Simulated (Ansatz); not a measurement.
# SiF (R-3m) in Ansatz: settings compared, part 2 of 2

Ansatz 0.2.0. Earlier steps stand in the parts before.

### Step 3. Relaxation of cell and atoms, r2SCAN+D4

input.yaml reads:

```yaml
crystal:
  lattice:
    - [1.3386, 0.77284, 3.89831]
    - [-1.3386, 0.77284, 3.89831]
    - [0.0, -1.54568, 3.89831]
  atoms:
    - { symbol: Si, position: [0.5, 0.5, 0.5] }
    - { symbol: F, position: [0.0, 0.0, 0.0] }
hamiltonian:
  xc: r2scan
  pseudopotentials: { kind: paw }
  dispersion: d4
kpoints:
  mp_grid: { grid: [12, 12, 12] }
scf:
  occupations: { method: fermi_dirac, width: 0.05 }
output:
  forces: true
  stress: true
  eigenvalues: true
  write_density: true
  write_potential: true
  elf: true
  volumetric_format: npy
relax:
  f_tol: 0.01
  max_steps: 40
  cell: { stress_tol: 0.05 }
```

Potentials or basis: Ansatz PAW.

The run is started by

```bash
ansatz run input.yaml --threads 2 --pin off --max-ram 5632MiB --backend cpu --events-out ev --progress --plain --runs-dir out
```

The log of the run:

```text
Warning: RAYON_NUM_THREADS=2 ignored (pool sized by the plan → 2); use --threads N
basis.fft_grid_basis auto: the FFT boxes are laid along the combinations [[1, -1, 0], [0, 1, 0], [0, -1, 1]] of the cell's own vectors, 2.677, 4.194 and 2.677 Å long. The dense box has 20×32×20 points. Along the cell's own vectors, as sized, it would have 32×32×32, 2.56 times as many. Of the 12 symmetry operations that the crystal satisfies within crystal.symmetry.tolerance (time reversal apart; of a slab, those that keep its plane) the dense box along the cell's own vectors carries 12, and the one as laid loses 8 of those. basis.fft_grid_basis: typed keeps the cell's own vectors: state it where this run's energies or levels are differenced outside the engine with another run's, or held beside a run that keeps those vectors. Those combinations have planes normal to reciprocal vector 3, as the cell's own vectors have. Each planar average written beside output.write_density, output.write_potential has a row for each plane of the box: 20. The volumetric files lie along those combinations, not along the cell's own vectors: a cube or XSF file states them, and fields.json those of NumPy files.
Engine: ansatz 0.2.0, aarch64-unknown-linux-gnu
Pseudopotentials: kind: paw
Pseudopotential: Si, paw, valence charge 4, recommended cutoff 500 eV (meta_gga), Si.paw.azcp
Pseudopotential: F, paw, valence charge 7, recommended cutoff 500 eV (meta_gga), F.paw.azcp
Functional definition: r2SCAN
  parameter k0 = 0.174
  parameter k1 = 0.065
  parameter a1 = 4.9479
  exchange = r2scan_x(k0 = k0, k1 = k1, a1 = a1)
  correlation = r2scan_c
Crystal: 2 atoms, lattice volume = 24.197 Å³
Basis set: ecut = 500 eV, 621 PW (Γ), FFT grids on a1−a2, a2, −a2+a3, exchange–correlation on 80×128×80 points (64 copies of the dense FFT grid, shifted against one another)
Bands: 10, of which v1, the nominal top of the filled ones, is band 6 counted from 1 (5 counted from 0)
Symmetry: 12 space group operations
Space group: R-3m (ITA 166), of the structure as read, at distance tolerance 2.9e-5 Å
k-points: 189 of 1728
Non-local potential: Si, projectors of the file, l = 0: 2, l = 1: 2, l = 2: 2
Non-local potential: F, projectors of the file, l = 0: 2, l = 1: 2, l = 2: 1
PAW form: soft (Blöchl's): semilocal exchange-correlation on the pseudo side does not see the compensation charge
PAW frozen core: Si, regenerated for the run's functional (the file was generated under x = pbe(κ = 0.804, μ = 0.2195149727645171), c = pbe(β = 0.06672455060314922))
PAW frozen core: F, regenerated for the run's functional (the file was generated under x = pbe(κ = 0.804, μ = 0.2195149727645171), c = pbe(β = 0.06672455060314922))
PAW one-centre angular grid: Si, 302 points (default); XC on 160 Gauss nodes
PAW one-centre angular grid: F, 302 points (default); XC on 160 Gauss nodes
Initial density: superposition of atomic densities (neutral atoms: chi_scale 0, normalization atom), corrected by the library's trained network
Initial wavefunctions: pseudopotential atomic-orbital guess
Functional: x = r2scan, c = r2scan; τ floored in thin density (d = 2e-4 eV/Å³)
[... 67 lines left out ...]
basis re-selected at this cell: Δ(F+E_penalty+E_count) = +7.521e-4 eV, ΔP = +0.032 GPa vs the last step (what re-selecting the basis moved, of the pressure what is left beyond the Pulay correction that the steps carried, after the strain that the cell walked since its last selection, with what the two solves' SCF thresholds leave and, on support functions, any second-order correction that the steps lacked; it is no measure of the basis error at this ecutwfc). This SCF's stress stands 3.77e-2 GPa from its target on what of the cell is left free (relax.cell.stress_tol is 5.00e-2 GPa) and its largest allowed force component is 2.63e-31 eV/Å (relax.f_tol is 1.00e-2 eV/Å): within both
SCF converged after 6 iterations
Free energy (F): -1447.590349 eV
Harris-Foulkes:  -1447.590349 eV  (|F-HF|=2.27e-12)
Internal energy: -1447.587089 eV  (E = F + TS)
E sigma→0 (E₀):  -1447.588719 eV
Entropy (-TS):   -0.003259 eV (-1.630 meV/atom)
Fermi energy:    8.687980 eV
--- Per-component energies (eV) ---
  E_band       = -7.200277
  E_kinetic    = 247.194795
  E_local      = -605.225929  (includes V_loc(G=0)·N_el)
  E_nonlocal   = 97.275418
  E_hartree    = 239.573637
  E_xc         = -130.525008
  E_vxc        = -165.693275  (∫ρ·V_xc dr)
  E_paw        = -721.095381  (= ΣΔE_a)
  E_vpaw       = -70.314681  (= ΣTr[D̂ρ^β])
  E_aug_tail   = 0.001006  (compensation charges beyond the density's cutoff)
  E_vtau       = 10.415170  (kinetic-family band-sum trace: ∫τ·v_τ [+ j·A + Jᵃ·Aᵃ] dr)
  E_ewald      = -574.499493
  E_disp       = -0.178311  (pairwise vdW)
  E_core_change = -0.107825  (= ΣΔE_core)
  E_smearing   = -0.003259  (= −TS)
  E_closure    = 0.000000  (closes the sum)
  Σ components = -1447.590349   (vs F -1447.590349, Δ=0.00e0)
--- Forces (eV/Å), atoms counted from 1 ---
  atom   1  Si     0.00000000    -0.00000000     0.00000000
  atom   2  F      0.00000000     0.00000000     0.00000000
  max |Σ_I F_I| component: 1.58e-30 eV/Å
--- Stress (GPa, compression-positive) ---
        0.029653      -0.000000       0.000000
       -0.000000       0.029653       0.000000
        0.000000       0.000000       0.037735
  P = ⅓ Tr σ = 0.0323 GPa (0.323 kbar)
--- Band table (eV; the first three rows and the last of 189) ---
  k-point 0: bands = ["-17.1215", "-3.2275", "0.6173", "4.8655", "4.8655", "12.1155", "17.1141", "21.3193", "21.3193", "22.4089"]
  k-point 1: bands = ["-17.0658", "-3.0795", "0.7562", "4.6429", "4.8199", "12.0656", "17.1734", "19.3168", "19.8919", "22.8055"]
  k-point 2: bands = ["-16.9108", "-2.6404", "1.1440", "4.0806", "4.6972", "11.9060", "15.4818", "18.3577", "18.4378", "22.4446"]
  k-point 188: bands = ["-17.0252", "-4.9128", "4.8508", "4.8508", "4.8618", "7.8910", "20.9291", "20.9291", "21.6101", "22.8232"]
--- Relaxed structure (5 steps of the walk, 5 accepted, 1 SCFs on fresh bases) ---
  F+E_penalty+E_count = -1447.59034863 eV   max|allowed force component| = 2.630e-31 eV/Å   (the final SCF, on the basis selected at the relaxed cell)
  cell:  # Å, volume = 23.0853 Å³
    - [1.307333934028787, 0.7547895987322526, 3.8991682384478077]
    - [-1.307333934028787, 0.7547895987322526, 3.8991682384478077]
    - [-3.939435924854659e-33, -1.5095791974645048, 3.8991682384478077]
  atoms:
    - { symbol: Si, position: [0.49999999999999994, 0.49999999999999994, 0.5] }
    - { symbol: F, position: [5.279059886091283e-34, -9.033657773864747e-34, -1.7734649996713096e-34] }
```

It took 22 s on 2 threads of Arm Neoverse V2, shared host; peak memory 0.41 GiB.

Results:

* Free energy: -1447.5903 eV
* Relaxed volume: 11.54 Å³/atom
* Relaxed cell: a = 4.181 Å, b = 4.181 Å, c = 4.181 Å, α = 36.44°, β = 36.44°, γ = 36.44°
* Space group after relaxing (to 0.05 Å): R-3m (No. 166)
* Energy gained by relaxing: 8.7 meV/atom
* Ionic steps: 6
* Pressure after relaxing: 0.0 GPa
* Band gap on the k mesh: none (metal or under the smearing width)

Step by step:
| step | energy change (eV) | largest force (eV/Å) | volume (Å³) |
| --- | --- | --- | --- |
| 1 | 0.0000 | 0.0000 | 24.20 |
| 2 | -0.0151 | 0.0000 | 23.55 |
| 3 | -0.0159 | 0.0000 | 22.71 |
| 4 | -0.0181 | 0.0000 | 23.09 |
| 5 | -0.0181 | 0.0000 | 23.09 |
| 6 | -0.0174 | 0.0000 | 23.09 |

Final structure:
```
Si F
1.0
     1.30733    0.75479    3.89917
    -1.30733    0.75479    3.89917
     0.00000   -1.50958    3.89917
Si F
1 1
Cartesian
  0.0000 0.0000 5.8488
  0.0000 0.0000 0.0000
```

Levels at points of the mesh, in eV from the Fermi level:
| k point | band 1 | band 2 | band 3 | band 4 | band 5 | band 6 | band 7 | band 8 | band 9 | band 10 |
| --- | --- | --- | --- | --- | --- | --- | --- | --- | --- | --- |
| (0.00, 0.00, 0.00) | -25.81 | -11.92 | -8.07 | -3.82 | -3.82 | 3.43 | 8.43 | 12.63 | 12.63 | 13.72 |
| (0.00, 0.00, -0.50) | -24.91 | -8.59 | -6.40 | -5.28 | -4.47 | -2.25 | 3.31 | 6.87 | 8.99 | 10.57 |
| (0.00, -0.50, -0.50) | -24.90 | -8.30 | -7.26 | -5.14 | -4.53 | -2.11 | 5.82 | 6.97 | 7.43 | 8.86 |
| (-0.50, -0.50, -0.50) | -25.71 | -13.60 | -3.84 | -3.84 | -3.83 | -0.80 | 12.24 | 12.24 | 12.92 | 14.14 |

Caveat: the plane-wave basis is chosen anew once the cell has moved, so the energies of steps on either side of that aren't comparable; an odd number of electrons without spin polarisation forces a metal; a magnetic or distorted state may lie lower; pairwise dispersion overbinds metals, which lowers pressure and volume; the PAW data sets come from PBE, with cores solved anew for the run's functional, which leaves a small shift of forces and pressure.

### Step 4. Relaxation of cell and atoms, r2SCAN+rVV10

Edit input.yaml of step 3 so:

```diff
@@ -11,3 +11,3 @@
   pseudopotentials: { kind: paw }
-  dispersion: d4
+  dispersion: rvv10
 kpoints:
@@ -20,6 +20,2 @@
   eigenvalues: true
-  write_density: true
-  write_potential: true
-  elf: true
-  volumetric_format: npy
 relax:
```

The run is started by

```bash
ansatz run input.yaml --threads 2 --pin off --max-ram 5632MiB --backend cpu --events-out ev --progress --plain --runs-dir out
```

Wall time 32 s (2 threads of Arm Neoverse V2, shared host); peak memory 0.46 GiB.

The run converged. Its results:

```yaml
Free_energy: -1446.6668 eV
Relaxed_volume: 11.56 Å³/atom
Relaxed_cell: a = 4.181 Å, b = 4.181 Å, c = 4.181 Å, α = 36.48°, β = 36.48°, γ = 36.48°
Space_group_after_relaxing_to_0.05_Å: R-3m (No. 166)
Energy_gained_by_relaxing: 8.1 meV/atom
Ionic_steps: 5
Pressure_after_relaxing: 0.0 GPa
Band_gap_on_the_k_mesh: none (metal or under the smearing width)
```

Step by step:
```
step  energy change (eV)  largest force (eV/Å)  volume (Å³)
   1              0.0000                0.0000        24.20
   2             -0.0141                0.0000        23.56
   3             -0.0168                0.0000        23.15
   4             -0.0169                0.0000        23.12
   5             -0.0161                0.0000        23.12
```

Final structure:
```cif
data_structure
_symmetry_space_group_name_H-M 'P 1'
_symmetry_Int_Tables_number 1
_cell_length_a 4.1807
_cell_length_b 4.1807
_cell_length_c 4.1807
_cell_angle_alpha 36.481
_cell_angle_beta 36.481
_cell_angle_gamma 36.481
_cell_volume 23.12
loop_
_atom_site_label
_atom_site_type_symbol
_atom_site_fract_x
_atom_site_fract_y
_atom_site_fract_z
_atom_site_occupancy
Si1 Si 0.50000 0.50000 0.50000 1
F1 F 0.00000 0.00000 0.00000 1
```

Levels at points of the mesh, in eV from the Fermi level:
| k point | band 3 | band 4 | band 5 | band 6 | band 7 | band 8 |
| --- | --- | --- | --- | --- | --- | --- |
| (0.00, 0.00, 0.00) | -8.07 | -3.83 | -3.83 | 3.42 | 8.37 | 12.60 |
| (0.00, 0.00, -0.50) | -6.41 | -5.27 | -4.47 | -2.25 | 3.28 | 6.85 |
| (0.00, -0.50, -0.50) | -7.27 | -5.14 | -4.53 | -2.09 | 5.81 | 6.94 |
| (-0.50, -0.50, -0.50) | -3.84 | -3.84 | -3.81 | -0.81 | 12.20 | 12.20 |

Caveat: the plane-wave basis is chosen anew once the cell has moved, so the energies of steps on either side of that aren't comparable; an odd number of electrons without spin polarisation forces a metal; a magnetic or distorted state may lie lower; pairwise dispersion overbinds metals, which lowers pressure and volume; the PAW data sets come from PBE, with cores solved anew for the run's functional, which leaves a small shift of forces and pressure.

### Step 5. The runs side by side

```tsv
level	gap on the mesh (eV)	pressure (GPa)	relaxed volume (Å³/atom)
r2SCAN+D3(BJ)-ATM	none	0.0	11.54
r2SCAN+D4	none	0.0	11.54
r2SCAN+rVV10	none	0.0	11.56
```

Alike in all rows: task relaxation of cell and atoms; potentials or basis Ansatz PAW; no spin polarisation; cell relaxed; k mesh 12 × 12 × 12; cutoff (eV) 500; smearing fermi-dirac 0.05 eV.

Caveats: the plane-wave basis is chosen anew once the cell has moved, so the energies of steps on either side of that aren't comparable; an odd number of electrons without spin polarisation forces a metal; a magnetic or distorted state may lie lower; pairwise dispersion overbinds metals, which lowers pressure and volume; the PAW data sets come from PBE, with cores solved anew for the run's functional, which leaves a small shift of forces and pressure.

Total energies depend on the potentials used, so only differences within one code and one set of settings carry meaning.
